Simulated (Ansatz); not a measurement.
# AlH₃SeO (SMILES [AlH2][O][SeH]): single points off equilibrium

A test off equilibrium: a structure displaced at random from a GFN2-xTB minimum is computed at several levels, and each is set against CCSD(T).

Program: Ansatz 0.2.0, Gaussian basis. Level of theory: single points in def2-TZVPP. These are calculated values, not measurements.

Cores are frozen in the correlated methods. Filled d shells of the heavier atoms are correlated.

### Step 1. The system as given

6 atoms, charge 0, spin multiplicity 1.

Atoms are counted from 1 here; the program's logs count them from 0.

Bond lengths: Al1–O2 1.588 Å, Al1–H4 1.579 Å, Al1–H5 1.573 Å, O2–Se3 1.854 Å, Se3–H6 1.475 Å. Angles: O2–Al1–H4 118.3°, O2–Al1–H5 117.8°, H4–Al1–H5 123.8°, Al1–O2–Se3 176.5°, O2–Se3–H6 96.9°.

As a file:

```tsv
atom	x (Å)	y (Å)	z (Å)
Al1	-1.09020	-0.04680	-0.54930
O2	0.23800	-0.20140	0.30690
Se3	1.72550	-0.41680	1.39280
H4	-1.89090	-1.35300	-0.92970
H5	-1.48660	1.39590	-1.03560
H6	2.53780	0.65920	0.79540
```

### Step 2. CCSD(T)/def2-TZVPP

The input, run/in.yaml:

```yaml
crystal:
  periodic: [false, false, false]
  atoms:
    - {symbol: Al, position_ang: [-1.090200, -0.046800, -0.549300]}
    - {symbol: O, position_ang: [0.238000, -0.201400, 0.306900]}
    - {symbol: Se, position_ang: [1.725500, -0.416800, 1.392800]}
    - {symbol: H, position_ang: [-1.890900, -1.353000, -0.929700]}
    - {symbol: H, position_ang: [-1.486600, 1.395900, -1.035600]}
    - {symbol: H, position_ang: [2.537800, 0.659200, 0.795400]}
basis:
  gaussian: {orbitals: def2-TZVPP}
correlation: {method: ccsd_t}
output: {forces: true}
```

The command line of these runs was not kept.

### Step 3. PBE0-D4/def2-TZVPP

Edit run/in.yaml of step 2 so:

```diff
@@ -11,3 +11,3 @@
   gaussian: {orbitals: def2-TZVPP}
-correlation: {method: ccsd_t}
-output: {forces: true}
+hamiltonian: {xc: pbe0, dispersion: d4}
+output: {forces: true, orbitals: {seedname: orbitals}}
```

### Step 4. wB97M-V/def2-TZVPP

Edit run/in.yaml of step 3 so:

```diff
@@ -11,3 +11,3 @@
   gaussian: {orbitals: def2-TZVPP}
-hamiltonian: {xc: pbe0, dispersion: d4}
-output: {forces: true, orbitals: {seedname: orbitals}}
+hamiltonian: {xc: {name: wB97M-V}}
+output: {forces: true}
```

### Step 5. r2SCAN-D4/def2-TZVPP

Edit run/in.yaml of step 4 so:

```diff
@@ -11,3 +11,3 @@
   gaussian: {orbitals: def2-TZVPP}
-hamiltonian: {xc: {name: wB97M-V}}
+hamiltonian: {xc: r2scan, dispersion: d4}
 output: {forces: true}
```

### Step 6. PBE-D4/def2-TZVPP

Edit run/in.yaml of step 5 so:

```diff
@@ -11,3 +11,3 @@
   gaussian: {orbitals: def2-TZVPP}
-hamiltonian: {xc: r2scan, dispersion: d4}
+hamiltonian: {xc: pbe, dispersion: d4}
 output: {forces: true}
```

### Step 7. BLYP-D4/def2-TZVPP

Edit run/in.yaml of step 6 so:

```diff
@@ -11,3 +11,3 @@
   gaussian: {orbitals: def2-TZVPP}
-hamiltonian: {xc: pbe, dispersion: d4}
+hamiltonian: {xc: {name: BLYP}, dispersion: d4}
 output: {forces: true}
```

### Step 8. r2SCAN0-D4/def2-TZVPP

Edit run/in.yaml of step 7 so:

```diff
@@ -11,3 +11,3 @@
   gaussian: {orbitals: def2-TZVPP}
-hamiltonian: {xc: {name: BLYP}, dispersion: d4}
+hamiltonian: {xc: {name: r2SCAN0}, dispersion: d4}
 output: {forces: true}
```

(Steps that only read results are left out.)

Before running it: what results should come out? Wanted: energy less free atoms, CCSD(T)/def2-TZVPP; RMS force component; RMS force error; HOMO and LUMO, PBE0-D4; T1 diagnostic.

**Answer**, as computed:

| quantity | value |
| --- | --- |
| energy less free atoms, CCSD(T)/def2-TZVPP | -367.4 kcal/mol |
| RMS force component | 1.387 to 1.499 eV/Å over the methods |
| RMS force error | PBE0-D4 0.084, wB97M-V 0.040, r2SCAN-D4 0.087, PBE-D4 0.205, BLYP-D4 0.297, r2SCAN0-D4 0.124 eV/Å |
| HOMO and LUMO, PBE0-D4 | -6.78 and -1.83 eV |
| T1 diagnostic | 0.012 |

What this shows: Against CCSD(T) the functionals' energies less atoms differ by -12.8 to -0.3 kcal/mol, PBE-D4 by -12.8 kcal/mol. CCSD(T) in triple zeta still lacks some correlation energy of the bonds, so part of these gaps is its own basis error and they don't rank the functionals. The forces of wB97M-V come nearest to CCSD(T), those of BLYP-D4 are farthest.
